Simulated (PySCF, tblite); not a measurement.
# C12H7ClO: excited states

Aim: compute the excited states of C12H7ClO (`Clc1ccc2c(c1)oc1ccccc12`).

Computed with tblite 0.8.0 and PySCF 2.14.0 and routines of our own; the level stands in each step. Atoms count from 0.

## (1) The system as given

21 atoms, charge 0, multiplicity 1; geometry from: force field or distance geometry start.

## (2) Relaxing the molecule with GFN2-xTB

What the job is given:

```
{"job": {"kind": "relax", "xc": "GFN2-xTB", "basis": "xTB"}, "charge": 0, "multiplicity": 1}
Cl     5.044600    -0.776700     0.328000
C      3.364000    -0.338700     0.241600
C      3.023000     1.004400     0.239400
C      1.666200     1.402600     0.164800
C      0.676600     0.392700     0.133500
C      1.075800    -0.938000     0.141000
C      2.408700    -1.352200     0.201600
O      0.006900    -1.759600     0.096600
C     -1.100400    -0.975700     0.042500
C     -2.424300    -1.430600    -0.016200
C     -3.423200    -0.454600    -0.068200
C     -3.106300     0.904500    -0.048600
C     -1.774200     1.339100     0.022600
C     -0.742200     0.370500     0.056800
H      3.781600     1.783200     0.274900
H      1.394100     2.448000     0.174000
H      2.667500    -2.403300     0.219700
H     -2.649800    -2.493700    -0.032400
H     -4.463600    -0.756800    -0.109700
H     -3.896000     1.647500    -0.080800
H     -1.538000     2.404300     0.028900
```

On the command line:

```sh
OMP_NUM_THREADS=1 python excited_run.py task.json out
```

This one command runs all jobs of the session in turn.

The program printed:

```text
step      E/eV     max force
  0   -1031.17852    2.132
  1   -1031.26531    1.011
  2   -1031.29471    0.253
  3   -1031.30287    0.210
  4   -1031.31134    0.191
  5   -1031.31379    0.122
  6   -1031.31492    0.067
  7   -1031.31560    0.072
  8   -1031.31644    0.063
  9   -1031.31704    0.054
 10   -1031.31744    0.046
 11   -1031.31773    0.040
 12   -1031.31801    0.043
 13   -1031.31829    0.039
 14   -1031.31859    0.043
 15   -1031.31890    0.052
 16   -1031.31918    0.050
 17   -1031.31940    0.029
 18   -1031.31954    0.027
 19   -1031.31967    0.027
 20   -1031.31980    0.026
 21   -1031.31990    0.025
 22   -1031.31997    0.021
 23   -1031.32002    0.018
 24   -1031.32006    0.017
 25   -1031.32008    0.010
 26   -1031.32009    0.006
```

Run time: 0.34 s. Hardware: 1 thread of Arm Neoverse V1, shared host.

The steps of the relaxation:

```
step  energy from step 0 (eV)  largest force (eV/Å)
   0                   0.0000                2.1320
   1                  -0.0868                1.0108
   2                  -0.1162                0.2534
   3                  -0.1244                0.2097
   4                  -0.1328                0.1907
   5                  -0.1353                0.1222
   6                  -0.1364                0.0675
   7                  -0.1371                0.0716
   8                  -0.1379                0.0632
   9                  -0.1385                0.0540
  10                  -0.1389                0.0458
  11                  -0.1392                0.0405
  12                  -0.1395                0.0426
  13                  -0.1398                0.0393
  14                  -0.1401                0.0429
  15                  -0.1404                0.0520
  16                  -0.1407                0.0503
  17                  -0.1409                0.0293
  18                  -0.1410                0.0267
  19                  -0.1412                0.0269
  20                  -0.1413                0.0262
  21                  -0.1414                0.0251
  22                  -0.1415                0.0212
  23                  -0.1415                0.0177
  24                  -0.1415                0.0171
  25                  -0.1416                0.0103
  26                  -0.1416                0.0062
```

Distances of close pairs at the start and the end, largest changes first:

```csv
bond,before (Å),after (Å),change (Å)
C2–C3,1.416,1.380,-0.036
C12–C13,1.416,1.389,-0.027
C3–C4,1.414,1.388,-0.026
C11–C12,1.403,1.381,-0.022
C4–C5,1.389,1.410,+0.021
C8–C9,1.401,1.383,-0.018
C4–C13,1.421,1.438,+0.017
C8–C13,1.393,1.409,+0.016
```

The next job starts from the end point, and lists it.

## (3) Infrared spectrum with GFN2-xTB

What the job is given:

```
{"job": {"kind": "ir", "xc": "GFN2-xTB", "basis": "xTB"}, "charge": 0, "multiplicity": 1}
Cl     5.012265    -0.739250     0.324603
C      3.336791    -0.326759     0.249124
C      2.976540     1.019596     0.235284
C      1.647223     1.386534     0.174962
C      0.681296     0.390211     0.128523
C      1.072292    -0.964831     0.143883
C      2.400504    -1.346348     0.203812
O      0.002557    -1.798085     0.092953
C     -1.101609    -0.999749     0.043276
C     -2.417627    -1.420077    -0.018874
C     -3.393433    -0.439758    -0.061830
C     -3.066601     0.913855    -0.044214
C     -1.751990     1.332556     0.017456
C     -0.755361     0.366258     0.061917
H      3.748653     1.771566     0.272510
H      1.364508     2.427324     0.163181
H      2.689194    -2.384026     0.214033
H     -2.664057    -2.469478    -0.032462
H     -4.431654    -0.731244    -0.110238
H     -3.858440     1.647011    -0.079450
H     -1.499973     2.381638     0.031445
```

The program printed:

```text
mode    cm-1     km/mol
  1      64.0      0.00
  2     134.2      0.22
  3     158.8      0.01
  4     187.5      0.29
  5     263.1      0.65
  6     291.8      0.51
  7     326.1      0.18
  8     340.7      1.03
  9     400.7      1.40
 10     429.6      0.12
 11     486.0      1.01
 12     515.6      0.05
 13     540.2      0.09
 14     542.7      1.37
 15     572.2      2.40
 16     621.4      0.32
 17     680.4      0.92
 18     683.2      1.22
 19     714.7      0.04
 20     762.0      3.59
 21     779.1     48.03
 22     818.7     24.48
 23     846.6     15.89
 24     862.0      1.99
 25     873.7      0.62
 26     893.9     70.72
 27     903.8      0.07
 28     905.4      0.59
 29     924.8      0.01
 30     993.1      4.24
 31    1061.8      0.81
 32    1073.9     30.48
 33    1117.2     17.50
 34    1148.4      2.19
 35    1173.6      7.76
 36    1199.6      7.31
 37    1212.9      6.45
 38    1217.2     58.53
 39    1250.2     32.23
 40    1293.5     19.26
 41    1345.5     18.21
 42    1357.7     10.58
 43    1402.7     64.90
 44    1421.0     49.09
 45    1444.0      4.28
 46    1479.6     19.45
 47    1567.4      5.21
 48    1589.4     58.64
 49    1596.4     22.82
 50    1615.1      6.64
 51    3084.6      4.03
 52    3092.6     24.16
 53    3098.4      0.77
 54    3100.5     63.05
 55    3110.2     30.54
 56    3110.3      9.34
 57    3121.2      5.81
```

It took 1.4 s on 1 thread of Arm Neoverse V1, shared host.

Which atoms move in the most intense modes:

| cm⁻¹ | km/mol | atoms |
| --- | --- | --- |
| 779 | 48.0 | H19 23 %, H18 22 %, H20 15 %, H17 14 % |
| 894 | 70.7 | C1 26 %, O7 22 %, C2 15 %, C3 11 % |
| 1217 | 58.5 | C8 17 %, C5 16 %, O7 12 % |
| 1250 | 32.2 | H18 29 %, C8 21 %, H17 12 % |
| 1403 | 64.9 | C5 16 %, C3 13 % |
| 1421 | 49.1 | C12 11 %, C9 10 %, C6 10 % |
| 1589 | 58.6 | C5 21 %, C6 15 %, C13 12 % |
| 3100 | 63.0 | H20 41 %, H19 24 % |

## (4) Excited states: TDA B3LYP/def2-SVP

The job, as its differences from that of step 3:

```diff
@@ -1,2 +1,2 @@
-{"job": {"kind": "ir", "xc": "GFN2-xTB", "basis": "xTB"}, "charge": 0, "multiplicity": 1}
+{"job": {"kind": "states", "xc": "B3LYP", "basis": "def2-SVP", "tda": true, "soc": true, "nstates": 5, "ntriplets": 6, "nquad": 4}, "charge": 0, "multiplicity": 1}
 Cl     5.012265    -0.739250     0.324603
```

Level: TDA B3LYP/def2-SVP excited states, vertical, gas phase, spin-orbit mean-field couplings.

The program printed:

```text
coarse grid: 20088 points
cycle   1  E = -996.1666313047  dE =  2.874e+00  |g| = 5.944e-01  |ddm| = 6.906e+00
cycle   2  E = -996.1173739672  dE =  4.926e-02  |g| = 7.756e-01  |ddm| = 1.617e+00
cycle   3  E = -996.2458410667  dE = -1.285e-01  |g| = 1.320e-01  |ddm| = 8.016e-01
cycle   4  E = -996.2500238081  dE = -4.183e-03  |g| = 4.613e-02  |ddm| = 2.326e-01
cycle   5  E = -996.2505507155  dE = -5.269e-04  |g| = 1.824e-02  |ddm| = 8.409e-02
cycle   6  E = -996.2506259128  dE = -7.520e-05  |g| = 6.189e-03  |ddm| = 2.842e-02
cycle   7  E = -996.2506348620  dE = -8.949e-06  |g| = 1.862e-03  |ddm| = 9.371e-03
final grid: 195056 points
cycle   8  E = -996.4073118769  dE = -5.753e-05  |g| = 7.850e-03  |ddm| = 9.170e-02
cycle   9  E = -996.4072855934  dE =  2.628e-05  |g| = 1.329e-02  |ddm| = 2.509e-02
cycle  10  E = -996.4073262705  dE = -4.068e-05  |g| = 1.947e-03  |ddm| = 1.606e-02
cycle  11  E = -996.4073272596  dE = -9.891e-07  |g| = 3.114e-04  |ddm| = 2.995e-03
cycle  12  E = -996.4073272777  dE = -1.807e-08  |g| = 1.904e-04  |ddm| = 6.158e-04
cycle  13  E = -996.4073272874  dE = -9.692e-09  |g| = 3.107e-05  |ddm| = 2.448e-04
cycle  14  E = -996.4073272876  dE = -2.481e-10  |g| = 9.092e-06  |ddm| = 6.028e-05
converged SCF energy = -996.4073272876

Singlet excitations
state   eV       nm        f     d(h-e)  d(exc)  Lambda  PR(NTO)  |dmu|/D   mu/D   main configurations
  1   4.5862   270.3   0.02203   0.237   3.818   0.717   1.726    0.496    2.243   H-1->L 0.68, H->L+1 0.26
  2   4.6880   264.5   0.41099   0.509   4.104   0.783   1.301    1.050    0.863   H->L 0.77, H-1->L+1 0.09
  3   5.3588   231.4   0.10743   0.242   3.810   0.732   1.830    0.307    2.174   H->L+2 0.40, H-2->L 0.34, H->L+1 0.10
  4   5.5692   222.6   0.09359   0.394   4.552   0.748   2.035    0.955    0.976   H->L+1 0.39, H-1->L 0.14, H->L+2 0.13
  5   5.8195   213.0   0.41000   0.472   4.442   0.769   1.903                     H-1->L+1 0.52, H-2->L 0.19

Triplet excitations (Tamm-Dancoff)
state   eV     d(h-e)  d(exc)  Lambda  PR(NTO)   main configurations
  1   3.3820   0.196   3.653   0.791   1.172   H->L 0.90
  2   3.9080   0.389   3.500   0.717   1.161   H-1->L 0.90
  3   4.3619   0.327   3.124   0.770   1.270   H-1->L+1 0.35, H->L+1 0.35, H-2->L 0.09
  4   4.4116   0.272   3.189   0.769   1.877   H->L+1 0.33, H-1->L+1 0.18, H-1->L+2 0.18
  5   4.5744   0.181   2.958   0.773   2.393   H-3->L 0.24, H->L+1 0.18, H->L+3 0.16
  6   4.6992   0.646   3.324   0.730   2.148   H->L+2 0.50, H-2->L 0.24
S1 - T1 = 1.2043 eV

Spin-orbit couplings |<S|Hso|T>| (cm-1)
             T1       T2       T3       T4       T5       T6
S0        0.043    0.119    0.194    0.146    0.127    0.166
S1        0.019    0.007    0.023    0.013    0.023    0.026
S2        0.005    0.008    0.031    0.047    0.019    0.017
S3        0.013    0.020    0.036    0.022    0.023    0.010
S4        0.056    0.013    0.016    0.017    0.009    0.005
S5        0.025    0.075    0.014    0.045    0.010    0.006
T1 sublevels (cm-1): 0.000 0.000 0.000   radiative rates (1/s): 2.65e-05 1.04e-06 0.00116
```

It took 1.7 min on 1 thread of Arm Neoverse V1, shared host; peak memory 0.94 GiB.

In short:

```
  quantity    value
S1 less T1  1.20 eV
```

## (5) What came out

| quantity | value |
| --- | --- |
| strongest single infrared mode (GFN2-xTB) | 894 cm⁻¹, 71 km/mol |
| zero-point energy (GFN2-xTB) | 94.1 kcal/mol |
| S1 less T1 (step 4, TDA B3LYP/def2-SVP) | 1.20 eV |

**Reading.** No mode is imaginary among the 57: a minimum at this level. The strongest single mode, at 894 cm⁻¹, is carried by C1, O7, C2, C3. GFN2-xTB is a fitted tight-binding method: band positions and strengths are rough. Its intensities can rank the bands wrongly. In step 4, the number of triplets below S1 is 5, and the largest singlet-triplet spin-orbit coupling is S0–T3, 0.19 cm⁻¹.
